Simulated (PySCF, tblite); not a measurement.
# C3H5F3N radical: geometry, infrared bands and EPR parameters

Aim: predict the infrared bands and EPR parameters of C3H5F3N radical (`[CH2][C@@H](N)C(F)(F)F`).

Computed with tblite 0.8.0 and PySCF 2.14.0, with density-fitted response routines of our own, on a single molecule in the gas phase. Atoms are numbered from 0 throughout.

## Step 1: The molecule as given

12 atoms, charge 0, multiplicity 2; geometry from: force field or distance geometry start.

Bonds of the start (Å): C0–C1 1.51, C1–N2 1.45, C1–C3 1.52, C3–F4 1.40, C3–F5 1.39, C3–F6 1.38, C0–H7 1.12, C0–H8 1.11, C1–H9 1.11, N2–H10 1.04, N2–H11 1.04.

## Step 2: Geometry optimisation with GFN2-xTB

Job settings and geometry (Å):

```
{"job": {"kind": "relax", "xc": "GFN2-xTB", "basis": "xTB"}, "charge": 0, "multiplicity": 2}
C     -0.048600     1.349800     0.767700
C      0.286900     0.229300    -0.188800
N      1.508700    -0.422200     0.245500
C     -0.912200    -0.703500    -0.245400
F     -1.102000    -1.157000     1.067800
F     -1.985300     0.079700    -0.653100
F     -0.672800    -1.758000    -1.110100
H      0.240300     2.295500     0.233400
H     -1.155700     1.365000     0.856100
H      0.420500     0.617000    -1.216400
H      1.312500    -1.279900     0.797800
H      2.109000    -0.616300    -0.580600
```

On the command line:

```console
$ OMP_NUM_THREADS=1 python probes_run.py task.json out
```

One launch serves the whole session: the jobs run in the order shown.

**Question.** This job is followed by: GFN2-xTB harmonic vibrations, gas phase; UKS B3LYP, pcH-1 on C F H N, non-relativistic, mean-field spin-orbit, GIAO. What will the session give for the following? strongest single infrared mode (GFN2-xTB); zero-point energy (GFN2-xTB); g(iso) (B3LYP); ⟨S²⟩; largest a(iso) (averaged by class); potential on the surface of density 0.002 e/bohr³, 1st and 99th percentile.

The runs gave:

| quantity | value |
| --- | --- |
| strongest single infrared mode (GFN2-xTB) | 1079 cm⁻¹, 278 km/mol |
| zero-point energy (GFN2-xTB) | 49.7 kcal/mol |
| g(iso) (B3LYP) | 2.00280 |
| ⟨S²⟩ | 0.754 (exact 0.75) |
| largest a(iso) (averaged by class) | 13C on C0, 92.2 MHz |
| potential on the surface of density 0.002 e/bohr³, 1st and 99th percentile | -1.39 V and 1.60 V |

What this shows: Over 121 steps the energy fell by 1.210 eV; of the close pairs, C3–F4 changed most, 1.402 to 1.340 Å. All 30 modes are real, so the xTB geometry is a minimum. The strongest single mode, at 1079 cm⁻¹, moves mainly C3. GFN2-xTB is a fitted tight-binding method: band positions and strengths are rough. Its intensities can rank the bands wrongly. Most of the unpaired spin sits on C0 (1.08 e). The isotropic g lies 0.5 ppt above the free-electron value.
